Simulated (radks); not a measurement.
**Tc³¹⁺ in [He] 2s1 2p6 3s2 3d1: an all-electron calculation**

Aim: the levels, the sizes of the orbitals and the parts of the energy of the technetium ion Tc31+.

The numbers are computed with radks (a radial shooting solver on a logarithmic mesh, Libxc functionals) version 1 (scalar-relativistic Kohn-Sham, r2SCAN, spin-polarised, spherical densities, finite nucleus; open shells are filled with parallel spins first), except any that are marked as measured or tabulated.

## (1) Starting point

| Item | Value |
| --- | --- |
| element | technetium (Z = 43) |
| charge | +31 |
| electrons | 12 |
| configuration | [He] 2s1 2p6 3s2 3d1 |
| nuclear rms radius | 4.4112 fm |

The outer shells:

Tc³¹⁺
```
[He] core
2s [↑ ]
2p [↑↓][↑↓][↑↓]
3s [↑↓]
3d [↑ ][  ][  ][  ][  ]
```

## (2) The run

Settings of this run:

```text
Z 43
configuration [He] 2s1 2p6 3s2 3d1 3p0 4s0 4d0 4f0
relativity scalar-relativistic
functional r2scan,r2scan
spin polarised
nucleus finite rms 4.4112 fm
c 137.035999084
```

On the command line:

```sh
> python run_ks.py task.json out
```

The same process makes all the runs of this session.

Q: Predict the outcome of this run.

The runs gave:

| quantity | value |
| --- | --- |
| total energy | -3436.84918 hartree |
| exchange-correlation share of it | 2.10 % |
| −T/E | 1.0379 |
| highest occupied level | 3d up, -1624.2 eV |
| most extended occupied level | 3s down, <r> = 0.356 bohr |
| radius at density 0.001 e/bohr³ | 0.915 bohr |
| maxima of the radial density | 2 |

3 principal shells are occupied and 2 maxima appear in the radial density; where shells overlap, one shows as a shoulder or not at all. Relativity lifts −T/E to 1.038. This is not the tabulated ground configuration, so its levels and sizes aren't those of the ground state, and no measured value stands beside it.
